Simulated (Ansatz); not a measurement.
# C₂H₈O₃Si₂: up Jacob's ladder to CCSD(T)

An exercise on one series of results from a longer session: the logs are not shown, and one member is left open.

Method: functionals in def2-TZVPP, the program's frozen cores in correlated methods; program: Ansatz 0.2.0, Gaussian basis.

The runs, in order: PBE-D4, r2SCAN-D4, PBE0-D4, B3LYP-D4, ωB97X-V, ωB97M-V, B2PLYP; CCSD(T)/def2-TZVPP; MP2/def2-QZVPP; extrapolation to the limit.

**Structure used throughout**

The geometry comes from an earlier relaxation with PBE0-D4 in a triple-zeta def2 set; it is a stationary point, not always the lowest conformer.

SMILES `C=C[Si](O)(O)O[SiH3]`, 15 atoms, charge 0, spin multiplicity 1.

Atoms are counted from 1 here; the program's logs count them from 0.

Bond lengths: C1–C2 1.330 Å, C1–H8 1.086 Å, C1–H9 1.086 Å, C2–Si3 1.842 Å, C2–H10 1.089 Å, Si3–O4 1.637 Å, Si3–O5 1.631 Å, Si3–O6 1.636 Å, O4–H11 0.958 Å, O5–H12 0.958 Å, O6–Si7 1.635 Å, Si7–H13 1.484 Å, Si7–H14 1.487 Å, Si7–H15 1.486 Å. Angles: C2–C1–H8 122.2°, C2–C1–H9 121.4°, H8–C1–H9 116.4°, C1–C2–Si3 122.6°, C1–C2–H10 118.2°, Si3–C2–H10 119.1°, C2–Si3–O4 112.2°, C2–Si3–O5 106.9°, C2–Si3–O6 110.5°, O4–Si3–O5 109.4°, O4–Si3–O6 106.6°, O5–Si3–O6 111.3°, Si3–O4–H11 116.3°, Si3–O5–H12 117.8°, Si3–O6–Si7 144.9°, O6–Si7–H13 108.4°, O6–Si7–H14 110.6°, O6–Si7–H15 110.1° and more.

Set-up of the first run:

File in.yaml:

```yaml
crystal:
  periodic: [false, false, false]
  atoms:
    - {symbol: C, position_ang: [-1.384813, 0.490508, -2.201881]}
    - {symbol: C, position_ang: [-1.121954, -0.201577, -1.096897]}
    - {symbol: Si, position_ang: [-0.410076, 0.574175, 0.414881]}
    - {symbol: O, position_ang: [-0.223238, 2.192400, 0.249668]}
    - {symbol: O, position_ang: [-1.447575, 0.271673, 1.637115]}
    - {symbol: O, position_ang: [1.073634, -0.038119, 0.729815]}
    - {symbol: Si, position_ang: [1.928422, -1.407258, 0.991610]}
    - {symbol: H, position_ang: [-1.798190, 0.025264, -3.092313]}
    - {symbol: H, position_ang: [-1.203956, 1.560141, -2.256139]}
    - {symbol: H, position_ang: [-1.333122, -1.269907, -1.095451]}
    - {symbol: H, position_ang: [0.662809, 2.500280, 0.055783]}
    - {symbol: H, position_ang: [-1.337138, 0.766534, 2.450409]}
    - {symbol: H, position_ang: [3.336216, -1.162948, 0.590809]}
    - {symbol: H, position_ang: [1.375100, -2.531446, 0.190875]}
    - {symbol: H, position_ang: [1.883882, -1.769692, 2.431715]}
basis:
  gaussian: {orbitals: def2-TZVPP}
hamiltonian: {xc: pbe, dispersion: d4}
output: {forces: true, orbitals: {seedname: orbitals}}
```

Started as:

```sh
> ansatz run in.yaml --threads 2 --pin off --events-out ev --progress --plain --max-ram 32768MiB --backend cuda --devices 0, --max-vram 18GiB
```

Steps of the session up to this table: PBE-D4 (GGA); r2SCAN-D4 (meta-GGA); PBE0-D4 (hybrid); B3LYP-D4 (hybrid); ωB97X-V (range-separated); ωB97M-V (range-separated); B2PLYP (double hybrid); CCSD(T) in def2-TZVPP; MP2 in def2-QZVPP.

One table of the session follows, with a row left open; its other results are not shown here.

```
            method  atomisation energy (kcal/mol)
            PBE-D4                         1450.7
         r2SCAN-D4                         1439.2
           PBE0-D4                         1426.0
          B3LYP-D4                         1433.8
           ωB97X-V                         1440.5
           ωB97M-V                         1442.1
            B2PLYP                         1422.3
     HF/def2-TZVPP                         1055.5
    MP2/def2-TZVPP                         1433.0
   CCSD/def2-TZVPP                              ?
CCSD(T)/def2-TZVPP                         1403.2
           MP2/CBS                         1473.9
       CCSD(T)/CBS                         1444.0
```

**Question.** Estimate the row for CCSD/def2-TZVPP.

The run gave: atomisation energy (kcal/mol): 1382.8. In the column «atomisation energy (kcal/mol)» it lies between HF/def2-TZVPP (1055.5) and CCSD(T)/def2-TZVPP (1403.2).
